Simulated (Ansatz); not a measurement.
SrAs2Ru2:

```xyz
5
Lattice="-2.0874 2.0874 5.7005 2.0874 -2.0874 5.7005 2.0874 2.0874 -5.7005" Properties=species:S:1:pos:R:3 pbc="T T T"
Ru    0.0000    2.0874    2.8502
Ru    2.0874    0.0000    2.8502
Sr    0.0000    0.0000    0.0000
As    0.0000    0.0000    4.0676
As    0.0000    0.0000    7.3334
```

The cell is a database's computed one.

| Item | Value |
| --- | --- |
| Program | Ansatz 0.2.0 |
| Task | relaxation of cell and atoms |
| Functional | RPBE |
| Dispersion | D4 |
| Potentials or basis | Ansatz PAW |
| Cutoff | 420 eV (not typed: the program's choice for these potentials) |
| k mesh | 9 × 9 × 9 |
| Occupations | fermi-dirac, width 0.05 eV |
| Spin | no spin polarisation |

At the start: volume 19.87 Å³/atom.

Q: Where does the relaxation end?

A: It ends after 6 steps and the volume is 19.20 Å³/atom (-3.4 %); space group I4/mmm (No. 139, to 0.05 Å).

Step by step:
```
step  energy change (eV)  largest force (eV/Å)  volume (Å³)
   1              0.0000                0.3986        99.35
   2             -0.0221                0.2408        95.33
   3             -0.0337                0.0589        96.54
   4             -0.0355                0.0001        96.32
   5             -0.0361                0.0094        95.99
   6             -0.0354                0.0093        95.99
```

Final structure:
```
Ru Sr As
1.0
    -2.09242    2.09242    5.48102
     2.09242   -2.09242    5.48102
     2.09242    2.09242   -5.48102
Ru Sr As
2 1 2
Direct
  0.75000 0.25000 0.50000
  0.25000 0.75000 0.50000
  0.00000 0.00000 0.00000
  0.36187 0.36187 0.00000
  0.63813 0.63813 0.00000
```

Caveat: the plane-wave basis is chosen anew once the cell has moved, so the energies of steps on either side of that aren't comparable; the PAW data sets come from PBE, with cores solved anew for the run's functional, which leaves a small shift of forces and pressure.
